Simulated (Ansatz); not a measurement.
**Dimethylzinc (C2H6Zn): how energies converge with the basis set**

An exercise on one series of results from a longer session: the logs are not shown, and one member is left open.

The runs use Ansatz 0.2.0, Gaussian basis; one geometry, several basis sets.

Levels to be run: PBE0-D4/def2-SVP; ωB97M-V/def2-SVP; PBE0-D4/def2-QZVPP; ωB97M-V/def2-QZVPP; the functionals' def2-TZVPP values are taken from earlier runs.

## Structure used throughout

All runs share one geometry, relaxed beforehand with PBE0-D4 in a triple-zeta def2 set.

SMILES `[CH3][Zn][CH3]`, 9 atoms, charge 0, spin multiplicity 1.

Atoms are counted from 1 here; the program's logs count them from 0.

Bond lengths: C1–Zn2 1.943 Å, C1–H4 1.093 Å, C1–H5 1.093 Å, C1–H6 1.093 Å, Zn2–C3 1.943 Å, C3–H7 1.093 Å, C3–H8 1.093 Å, C3–H9 1.093 Å. Angles: Zn2–C1–H4 111.1°, Zn2–C1–H5 111.1°, Zn2–C1–H6 111.1°, H4–C1–H5 107.8°, H4–C1–H6 107.8°, H5–C1–H6 107.8°, C1–Zn2–C3 180.0°, Zn2–C3–H7 111.1°, Zn2–C3–H8 111.1°, Zn2–C3–H9 111.1°, H7–C3–H8 107.8°, H7–C3–H9 107.8°, H8–C3–H9 107.8°.

The first run:

File in.yaml:

```yaml
crystal:
  periodic: [false, false, false]
  atoms:
    - {symbol: C, position_ang: [-0.934296, 1.300551, -1.087012]}
    - {symbol: Zn, position_ang: [0.010068, -0.005030, -0.001977]}
    - {symbol: C, position_ang: [0.954015, -1.310805, 1.083188]}
    - {symbol: H, position_ang: [-1.806906, 0.853656, -1.571016]}
    - {symbol: H, position_ang: [-0.287734, 1.703213, -1.871381]}
    - {symbol: H, position_ang: [-1.283437, 2.139718, -0.479296]}
    - {symbol: H, position_ang: [0.467294, -2.288690, 1.035551]}
    - {symbol: H, position_ang: [1.985542, -1.434888, 0.742648]}
    - {symbol: H, position_ang: [0.983854, -1.004024, 2.132194]}
basis:
  gaussian: {orbitals: def2-SVP}
hamiltonian: {xc: pbe0, dispersion: d4}
output: {orbitals: {seedname: orbitals}}
```

Steps of the session up to this table: PBE0-D4 in def2-SVP; ωB97M-V in def2-SVP; PBE0-D4 in def2-QZVPP; ωB97M-V in def2-QZVPP.

One of the session's tables, all rows but one given; the rest of the session is left out.

It belongs to the step «Functionals by basis». 

```
functional       basis  HOMO (eV)  LUMO (eV)
   PBE0-D4    def2-SVP          ?          ?
   PBE0-D4  def2-TZVPP      -7.14       0.19
   PBE0-D4  def2-QZVPP      -7.14      -0.05
   ωB97M-V    def2-SVP      -9.20       1.71
   ωB97M-V  def2-TZVPP      -9.34       1.42
   ωB97M-V  def2-QZVPP      -9.34       0.77
```

Q: Estimate the row for PBE0-D4, def2-SVP from the others.

**Answer.** HOMO (eV): -7.02; LUMO (eV): 0.49. In the column «HOMO (eV)» it is the highest.
